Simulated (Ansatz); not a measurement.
**C₃H₆B₂: up Jacob's ladder to CCSD(T)**

An exercise on one series of results from a longer session: the logs are not shown, and one member is left open.

The runs use Ansatz 0.2.0, Gaussian basis; functionals in def2-TZVPP, the program's frozen cores in correlated methods.

The runs, in order: LDA (SPW92), PBE-D4, revPBE-D4, BLYP-D4, r2SCAN-D4, B97M-V, PBE0-D4, B3LYP-D4, r2SCANh-D4, r2SCAN0-D4, HSE06-D4, BHLYP-D4, CAM-B3LYP-D4, LC-ωPBE, ωB97X-V, ωB97M-V, B2PLYP, PBE-QIDH; CCSD(T)/def2-SVP; CCSD(T)/def2-TZVPP; MP2/def2-QZVPP; extrapolation to the limit; RPA on PBE.

### The relaxed structure

All runs share one geometry, relaxed beforehand with PBE0-D4 in a triple-zeta def2 set.

SMILES `CBC1=CB1`, 11 atoms, charge 0, spin multiplicity 1.

Atoms are counted from 1 here; the program's logs count them from 0.

Bond lengths: C1–B2 1.562 Å, C1–H6 1.095 Å, C1–H7 1.090 Å, C1–H8 1.097 Å, B2–C3 1.495 Å, B2–H9 1.201 Å, C3–C4 1.357 Å, C3–B5 1.508 Å, C4–B5 1.435 Å, C4–H10 1.081 Å, B5–H11 1.180 Å. Angles: B2–C1–H6 110.3°, B2–C1–H7 115.2°, B2–C1–H8 108.4°, H6–C1–H7 109.0°, H6–C1–H8 105.0°, H7–C1–H8 108.5°, C1–B2–C3 123.2°, C1–B2–H9 119.8°, C3–B2–H9 117.0°, B2–C3–C4 155.8°, B2–C3–B5 144.4°, C4–C3–B5 59.8°, C3–C4–B5 65.3°, C3–C4–H10 135.0°, B5–C4–H10 159.8°, C3–B5–C4 54.9°, C3–B5–H11 147.8°, C4–B5–H11 157.3°.

Set-up of the first run:

in.yaml reads:

```yaml
crystal:
  periodic: [false, false, false]
  atoms:
    - {symbol: C, position_ang: [-1.145860, 0.774359, 1.197894]}
    - {symbol: B, position_ang: [-0.356009, 0.809231, -0.148838]}
    - {symbol: C, position_ang: [0.459621, -0.339253, -0.648801]}
    - {symbol: C, position_ang: [0.692929, -1.483411, -1.341057]}
    - {symbol: B, position_ang: [1.825449, -0.976828, -0.619783]}
    - {symbol: H, position_ang: [-0.834440, 1.603693, 1.842203]}
    - {symbol: H, position_ang: [-1.068755, -0.158033, 1.757952]}
    - {symbol: H, position_ang: [-2.204829, 0.964620, 0.982342]}
    - {symbol: H, position_ang: [-0.338455, 1.815478, -0.803574]}
    - {symbol: H, position_ang: [0.099493, -2.126936, -1.975077]}
    - {symbol: H, position_ang: [2.936453, -0.940020, -0.222664]}
basis:
  gaussian: {orbitals: def2-TZVPP}
hamiltonian: {xc: lda}
output: {orbitals: {seedname: orbitals}}
```

Command:

```console
$ ansatz run in.yaml --threads 2 --pin off --events-out ev --progress --plain --max-ram 4352MiB
```

Steps of the session up to this table: LDA; PBE-D4 (GGA); revPBE-D4 (GGA); BLYP-D4 (GGA); r2SCAN-D4 (meta-GGA); B97M-V (meta-GGA); PBE0-D4 (hybrid); B3LYP-D4 (hybrid); r2SCANh-D4 (hybrid); r2SCAN0-D4 (hybrid); HSE06-D4 (hybrid); BHLYP-D4 (hybrid); CAM-B3LYP-D4 (range-separated); LC-ωPBE (range-separated); ωB97X-V (range-separated); ωB97M-V (range-separated); B2PLYP (double hybrid); PBE-QIDH (double hybrid).

One of the session's tables, all rows but one given; the rest of the session is left out.

It belongs to the step «Frontier levels by functional». 

```
  functional  HOMO (eV)  gap (eV)
 LDA (SPW92)          ?         ?
      PBE-D4      -6.46      4.68
   revPBE-D4      -6.40      4.72
     BLYP-D4      -6.34      4.72
   r2SCAN-D4      -6.66      5.27
      B97M-V      -6.74      5.31
     PBE0-D4      -7.69      6.88
    B3LYP-D4      -7.49      6.48
  r2SCANh-D4      -7.12      6.06
  r2SCAN0-D4      -7.83      7.25
    HSE06-D4      -7.29      6.10
    BHLYP-D4      -8.85      9.08
CAM-B3LYP-D4      -9.07      9.36
     LC-ωPBE     -10.42     11.88
     ωB97X-V     -10.05     11.41
     ωB97M-V      -9.94     11.03
```

**Question.** Estimate the row for LDA (SPW92).

As computed: HOMO (eV): -6.60; gap (eV): 4.57. In the column «HOMO (eV)» it lies between r2SCAN-D4 (-6.66) and PBE-D4 (-6.46).
